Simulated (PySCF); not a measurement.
# TiO(OH)₂: relaxation and vibrations of the singlet

Aim: relax TiO(OH)₂ as a singlet from a PBE minimum start, check by its vibrations whether the end is a minimum, and collect its spectrum and constants.

The runs use PySCF 2.14.0; PBE, basis Ti def2-SVP, O def2-SVP, H def2-SVP, no relativity, density fitting.

**1. The system as given**

6 atoms, charge 0, spin multiplicity 1.

Bond lengths: Ti1–O2 1.617 Å, Ti1–O3 1.838 Å, Ti1–O4 1.825 Å, O3–H5 0.974 Å, O4–H6 0.973 Å. Angles: O2–Ti1–O3 113.5°, O2–Ti1–O4 116.6°, O3–Ti1–O4 124.2°, Ti1–O3–H5 127.0°, Ti1–O4–H6 127.7°.

```xyz
6
charge 0 multiplicity 1
Ti    0.0237   -0.1733   -0.0546
O     1.2361    0.2271   -1.0464
O     0.5103   -0.2206    1.7177
O    -1.6659    0.1817   -0.6463
H    -0.0841   -0.2268    2.4887
H    -1.9282    0.5862   -1.4913
```

**2. Finding the electronic state**

One driver script runs all steps and calls PySCF; scf.py shows how it sets up the SCF of each step. The optimiser is the driver's own. After this first run the driver tries any further starts and a stability analysis.

The input, scf.py:

```python
from pyscf import gto, scf, dft
mol = gto.M(atom='''
Ti     0.023703    -0.173301    -0.054634
O      1.236130     0.227091    -1.046417
O      0.510302    -0.220566     1.717658
O     -1.665866     0.181703    -0.646274
H     -0.084145    -0.226843     2.488684
H     -1.928190     0.586169    -1.491301''',
    basis={'Ti': 'def2-SVP', 'O': 'def2-SVP', 'H': 'def2-SVP'},
    charge=0, spin=0)
mf = dft.RKS(mol, xc='PBE')
mf.grids.atom_grid = (50, 194)
aux = {'Ti': 'def2-universal-JKFIT', 'O': 'def2-universal-JKFIT', 'H': 'def2-universal-JKFIT'}
mf = mf.density_fit(auxbasis=aux)
mf.conv_tol = 1e-08
mf.diis_space = 10
mf.max_cycle = 60
mf.init_guess = 'minao'
mf.verbose = 4
mf.kernel()
```

On the command line:

```bash
OMP_NUM_THREADS=2 python axn.py task.json out
```

The program printed, cut to the lines that bear on the results:

```text
[... the frontier levels of the middle cycles are left out ...]
init E= -1075.67620599198
  HOMO = -0.441011943123449  LUMO = -0.186943345485797  gap/eV = 6.91356
cycle= 1 E= -1075.13864279033  delta_E= 0.538  |g|= 1.76  |ddm|= 3.09
  HOMO = -0.0914369053656134  LUMO = -0.0718508706692553  gap/eV = 0.53296
cycle= 2 E= -1056.47785028015  delta_E= 18.7  |g|= 8.11  |ddm|= 5.62
  HOMO = -0.11650714772729  LUMO = -0.0282705258440732  gap/eV = 2.40104
cycle= 3 E= -1075.50886311437  delta_E=  -19  |g|=  1.1  |ddm|= 4.99
cycle= 4 E= -1075.46640782053  delta_E= 0.0425  |g|= 1.27  |ddm|= 1.46
cycle= 5 E= -1075.69773675859  delta_E= -0.231  |g|= 0.546  |ddm|= 0.596
cycle= 6 E= -1075.72108871686  delta_E= -0.0234  |g|= 0.477  |ddm|= 0.317
cycle= 7 E= -1075.75469189751  delta_E= -0.0336  |g|= 0.22  |ddm|= 0.185
cycle= 8 E= -1075.7644832211  delta_E= -0.00979  |g|= 0.039  |ddm|= 0.133
cycle= 9 E= -1075.7647915303  delta_E= -0.000308  |g|= 0.00416  |ddm|= 0.0219
cycle= 10 E= -1075.76479504606  delta_E= -3.52e-06  |g|= 0.000458  |ddm|= 0.00334
cycle= 11 E= -1075.76479509141  delta_E= -4.54e-08  |g|= 0.000182  |ddm|= 0.000453
cycle= 12 E= -1075.76479509861  delta_E= -7.2e-09  |g|= 2.22e-05  |ddm|= 0.000118
  HOMO = -0.235052712361722  LUMO = -0.11542297207526  gap/eV = 3.25529
Extra cycle  E= -1075.76479509754  delta_E= 1.07e-09  |g|= 7.64e-05  |ddm|= 5.81e-05
converged SCF energy = -1075.76479509754
```

This step, with its further starts and checks, took 14 s on 2 threads of Arm Neoverse N1, shared host.

The test of internal stability found no lower closed-shell solution.

**3. Relaxation: PBE minimum start, singlet**

The program finds C1 symmetry in the start.

Edit scf.py of step 2 so:

```diff
@@ -3,6 +3,6 @@
-Ti     0.023703    -0.173301    -0.054634
-O      1.236130     0.227091    -1.046417
-O      0.510302    -0.220566     1.717658
-O     -1.665866     0.181703    -0.646274
-H     -0.084145    -0.226843     2.488684
-H     -1.928190     0.586169    -1.491301''',
+Ti     0.019649    -0.122901    -0.042229
+O      1.232076     0.277491    -1.034012
+O      0.506248    -0.170166     1.730063
+O     -1.669920     0.232103    -0.633869
+H     -0.088199    -0.176443     2.501089
+H     -1.932244     0.636569    -1.478896''',
@@ -18 +17,0 @@
-mf.init_guess = 'minao'
```

Energy and gradient, step by step:

| step | energy (Eh) | change (kJ/mol) | largest gradient (Eh/bohr) |
| --- | --- | --- | --- |
| 0 | -1075.764795 | 0.00 | 0.00072 |
| 1 | -1075.764797 | -0.01 | 0.00051 |
| 2 | -1075.764815 | -0.05 | 0.00058 |
| 3 | -1075.764822 | -0.07 | 0.00110 |
| 4 | -1075.764838 | -0.11 | 0.00149 |
| 5 | -1075.764845 | -0.13 | 0.00063 |
| 6 | -1075.764855 | -0.16 | 0.00043 |
| 7 | -1075.764860 | -0.17 | 0.00100 |
| 8 | -1075.764863 | -0.18 | 0.00024 |
| 9 | -1075.764864 | -0.18 | 0.00015 |

The walk took 32 s.

Positions (Å) and forces (eV/Å) along the way:

```
step 0
Ti   0.020  -0.123  -0.042   0.003   0.023   0.037
O    1.232   0.277  -1.034  -0.006   0.002  -0.022
O    0.506  -0.170   1.730   0.004  -0.015   0.006
O   -1.670   0.232  -0.634   0.012  -0.018   0.004
H   -0.088  -0.176   2.501  -0.007   0.002  -0.005
H   -1.932   0.637  -1.479  -0.006   0.005  -0.020
step 1
Ti   0.021  -0.116  -0.041  -0.007  -0.007   0.019
O    1.233   0.278  -1.036   0.000   0.008  -0.015
O    0.506  -0.181   1.731   0.001   0.010   0.016
O   -1.670   0.226  -0.636   0.007   0.024  -0.006
H   -0.089  -0.169   2.502   0.002  -0.016  -0.009
H   -1.933   0.639  -1.478  -0.002  -0.019  -0.006
step 5
Ti   0.019  -0.064  -0.028  -0.029   0.007   0.015
O    1.232   0.259  -1.047   0.013  -0.002   0.003
O    0.512  -0.184   1.742   0.017   0.004  -0.021
O   -1.672   0.260  -0.633   0.011  -0.016   0.027
H   -0.084  -0.197   2.511  -0.002  -0.007   0.008
H   -1.940   0.602  -1.503  -0.010   0.013  -0.031
step 9
Ti   0.013  -0.017  -0.016   0.003  -0.002   0.004
O    1.233   0.240  -1.046   0.001   0.001  -0.003
O    0.519  -0.185   1.746  -0.006  -0.001  -0.008
O   -1.678   0.281  -0.637  -0.003   0.003   0.001
H   -0.073  -0.219   2.519   0.007  -0.002   0.004
H   -1.947   0.577  -1.524  -0.002   0.000   0.002
```

It settles in C1 symmetry, 0.2 kJ/mol below the start, after 9 steps: O–H 0.974 Å (×2), Ti–O 1.617 Å, Ti–O 1.826 Å, Ti–O 1.841 Å; H–O–Ti 126.6°, H–O–Ti 128.0°, O–Ti–O 114.7°, O–Ti–O 117.2°, O–Ti–O 126.5°.

**4. Frequencies**

The point is checked on the finer grid, and tightened if its gradient asks for it. The Hessian and the dipole derivatives come from central differences of analytic gradients, with steps of 0.02 bohr.

Edit scf.py of step 3 so:

```diff
@@ -3,6 +3,6 @@
-Ti     0.019649    -0.122901    -0.042229
-O      1.232076     0.277491    -1.034012
-O      0.506248    -0.170166     1.730063
-O     -1.669920     0.232103    -0.633869
-H     -0.088199    -0.176443     2.501089
-H     -1.932244     0.636569    -1.478896''',
+Ti     0.021658    -0.168500    -0.053598
+O      1.235312     0.224810    -1.047073
+O      0.510002    -0.221728     1.718527
+O     -1.667935     0.186364    -0.645511
+H     -0.086333    -0.228528     2.488144
+H     -1.932340     0.582689    -1.494534''',
@@ -12 +12 @@
-mf.grids.atom_grid = (50, 194)
+mf.grids.atom_grid = (75, 302)
@@ -15 +15 @@
-mf.conv_tol = 1e-08
+mf.conv_tol = 1e-10
```

This SCF starts from the last density.

SCF at the final geometry:

```text
init E= -1075.76488995825
  HOMO = -0.235139070369102  LUMO = -0.115523994120535  gap/eV = 3.25489
cycle= 1 E= -1075.76488995806  delta_E= 1.87e-10  |g|= 3.06e-05  |ddm|= 1.96e-05
  HOMO = -0.235136000664837  LUMO = -0.115530599828079  gap/eV = 3.25463
cycle= 2 E= -1075.76488995152  delta_E= 6.54e-09  |g|= 0.000183  |ddm|= 0.000114
  HOMO = -0.235139121577428  LUMO = -0.115525402708678  gap/eV = 3.25486
cycle= 3 E= -1075.76488995825  delta_E= -6.72e-09  |g|= 4.66e-06  |ddm|= 9.73e-05
  HOMO = -0.235138881014708  LUMO = -0.115525170049587  gap/eV = 3.25485
cycle= 4 E= -1075.76488995825  delta_E= 9.09e-13  |g|= 9.24e-07  |ddm|= 3.68e-06
  HOMO = -0.235138796852383  LUMO = -0.115525005470367  gap/eV = 3.25486
Extra cycle  E= -1075.76488995825  delta_E= -5e-12  |g|= 3.1e-06  |ddm|= 2.46e-06
converged SCF energy = -1075.76488995825
```

The whole step took 4.3 min.

Geometry: C1; O–H 0.974 Å (×2), Ti–O 1.617 Å, Ti–O 1.825 Å, Ti–O 1.839 Å; H–O–Ti 126.8°, H–O–Ti 127.8°, O–Ti–O 113.6°, O–Ti–O 116.6°, O–Ti–O 124.3°.

Modes, for the most abundant isotopes:

```json
{"symmetry": "a", "ω (cm⁻¹)": "73", "IR (km/mol)": "35.1", "μ (u)": "6.37"}
{"symmetry": "a", "ω (cm⁻¹)": "186", "IR (km/mol)": "18.0", "μ (u)": "3.87"}
{"symmetry": "a", "ω (cm⁻¹)": "255", "IR (km/mol)": "5.5", "μ (u)": "7.68"}
{"symmetry": "a", "ω (cm⁻¹)": "403", "IR (km/mol)": "110", "μ (u)": "1.19"}
{"symmetry": "a", "ω (cm⁻¹)": "477", "IR (km/mol)": "100", "μ (u)": "1.17"}
{"symmetry": "a", "ω (cm⁻¹)": "513", "IR (km/mol)": "150", "μ (u)": "1.24"}
{"symmetry": "a", "ω (cm⁻¹)": "536", "IR (km/mol)": "154", "μ (u)": "1.27"}
{"symmetry": "a", "ω (cm⁻¹)": "685", "IR (km/mol)": "50.7", "μ (u)": "8.41"}
{"symmetry": "a", "ω (cm⁻¹)": "782", "IR (km/mol)": "179", "μ (u)": "8.83"}
{"symmetry": "a", "ω (cm⁻¹)": "1062", "IR (km/mol)": "195", "μ (u)": "18.98"}
{"symmetry": "a", "ω (cm⁻¹)": "3756", "IR (km/mol)": "136", "μ (u)": "1.07"}
{"symmetry": "a", "ω (cm⁻¹)": "3761", "IR (km/mol)": "84.9", "μ (u)": "1.07"}
```

All wavenumbers are real: a minimum.

Properties at this point:

| Property | Result |
| --- | --- |
| Dipole moment | 3.22 D |
| Highest occupied level | -6.40 eV |
| Lowest empty level | -3.14 eV |
| Rotational constants | 0.2508, 0.1776, 0.106 cm⁻¹ |
| Zero-point energy | 74.7 kJ/mol |
| Principal polarisabilities | 19.6, 37.9, 43.7 bohr³ |
| Atomisation energy without zero-point energy | 2712 kJ/mol |
| Principal traceless quadrupole moments about the centre of mass | -9.48, 4.09, 5.39 D Å |
| Entropy at 298.15 K and 1 bar | 320.3 J/(mol K) |
| Heat capacity Cp at 298.15 K | 85.9 J/(mol K) |
| Enthalpy at 298.15 K above 0 K | 17.91 kJ/mol |
| Rotational symmetry number | 1 |

Populations by atom (charges in e):

```tsv
atom	Mulliken	Löwdin	polar tensor	Mayer order to Ti1
Ti1	0.93	0.34	1.90	–
O2	-0.40	-0.15	-0.77	2.27
O3	-0.45	-0.18	-0.87	1.15
O4	-0.45	-0.17	-0.85	1.20
H5	0.18	0.08	0.29	0.03
H6	0.19	0.09	0.30	0.03
```

Outer orbital energies (eV). occupied: -11.24, -7.97, -7.80, -7.64, -7.51, -7.13, -6.97, -6.40; empty: -3.14, -2.13, -1.39, -0.45.

Mulliken populations on Ti1: s 6.14, p 12.52, d 2.36, f 0.06.

**5. Stability of the closed shell**

At the lowest minimum the closed shell is tested against spin polarisation, on the (50, 194) grid. It is stable.

**6. Summary of results**

```
                                 quantity                                                                                                                                  value
                                  minimum                                                                                                                            singlet, C1
                                 geometry  O–H 0.974 Å (×2), Ti–O 1.617 Å, Ti–O 1.825 Å, Ti–O 1.839 Å; H–O–Ti 126.8°, H–O–Ti 127.8°, O–Ti–O 113.6°, O–Ti–O 116.6°, O–Ti–O 124.3°
                       wavenumbers (cm⁻¹)                           73 (a), 186 (a), 255 (a), 403 (a), 477 (a), 513 (a), 536 (a), 685 (a), 782 (a), 1062 (a), 3756 (a), 3761 (a)
                            dipole moment                                                                                                                                 3.22 D
     highest occupied, lowest empty level                                                                                                                        -6.40, -3.14 eV
               polar-tensor charge of Ti1                                                                                                                                +1.90 e
                        zero-point energy                                                                                                                            74.7 kJ/mol
                      entropy at 298.15 K                                                                                                                        320.3 J/(mol K)
atomisation energy (no zero-point energy)                                                                                                                            2712 kJ/mol
```

The PBE minimum start ends in a minimum without symmetry. The strongest infrared band lies at 1062 cm⁻¹ (a). Other starts or spin states, not run here, may lie lower.

The search up to here took 5.1 min on 2 threads of Arm Neoverse N1, shared host.
